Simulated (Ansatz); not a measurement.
**SnH2Cl2O2: small, medium and large basis sets**

How large a basis does SnH2Cl2O2 need? Two functionals are run in growing sets.

Method: one geometry, several basis sets; program: Ansatz 0.2.0, Gaussian basis.

Plan: PBE0-D4/def2-SVP; ωB97M-V/def2-SVP; PBE0-D4/def2-QZVPP; ωB97M-V/def2-QZVPP; the functionals' def2-TZVPP values are taken from earlier runs.

## Step 1: The geometry

The geometry comes from an earlier relaxation with PBE0-D4/def2-TZVP; it is a stationary point, not always the lowest conformer. Sn takes the def2 core potential; no spin-orbit term is included.

SMILES `[OH][Sn]([OH])([Cl])[Cl]`, 7 atoms, charge 0, spin multiplicity 1.

Atoms are counted from 1 here; the program's logs count them from 0.

Bond lengths: O1–Sn2 1.938 Å, O1–H6 0.962 Å, Sn2–O3 1.931 Å, Sn2–Cl4 2.289 Å, Sn2–Cl5 2.301 Å, O3–H7 0.963 Å. Angles: Sn2–O1–H6 113.6°, O1–Sn2–O3 106.3°, O1–Sn2–Cl4 112.7°, O1–Sn2–Cl5 109.3°, O3–Sn2–Cl4 108.1°, O3–Sn2–Cl5 112.2°, Cl4–Sn2–Cl5 108.2°, Sn2–O3–H7 111.6°.

## Step 2: PBE0-D4 in def2-SVP

The input, in.yaml:

```yaml
crystal:
  periodic: [false, false, false]
  atoms:
    - {symbol: O, position_ang: [-1.077603, 0.059080, 1.210040]}
    - {symbol: Sn, position_ang: [0.011690, 0.028840, -0.393172]}
    - {symbol: O, position_ang: [1.509736, -1.126977, -0.009546]}
    - {symbol: Cl, position_ang: [-1.101737, -0.825392, -2.201872]}
    - {symbol: Cl, position_ang: [0.673816, 2.173524, -0.901622]}
    - {symbol: H, position_ang: [-1.588494, 0.867229, 1.312592]}
    - {symbol: H, position_ang: [1.633793, -1.244403, 0.937780]}
basis:
  gaussian: {orbitals: def2-SVP}
hamiltonian: {xc: pbe0, dispersion: d4}
output: {orbitals: {seedname: orbitals}}
```

On the command line:

```sh
$ ansatz run in.yaml --threads 4 --pin off --events-out ev --progress --plain --max-ram 10444MiB
```

Further steps of the session: ωB97M-V in def2-SVP; PBE0-D4 in def2-QZVPP; ωB97M-V in def2-QZVPP.

Q: Predict the results of all the runs planned. Wanted: PBE0-D4: double and triple zeta above quadruple; ωB97M-V: double and triple zeta above quadruple.

The runs gave:

| quantity | value |
| --- | --- |
| PBE0-D4: double and triple zeta above quadruple | 15.62, 1.07 eV |
| ωB97M-V: double and triple zeta above quadruple | 15.58, 1.02 eV |

For PBE0-D4 the step from double to triple zeta gains 14.55 eV and the next only 1.07 eV. These are total energies; as a rule much of such shifts cancels in differences, which this series doesn't test.
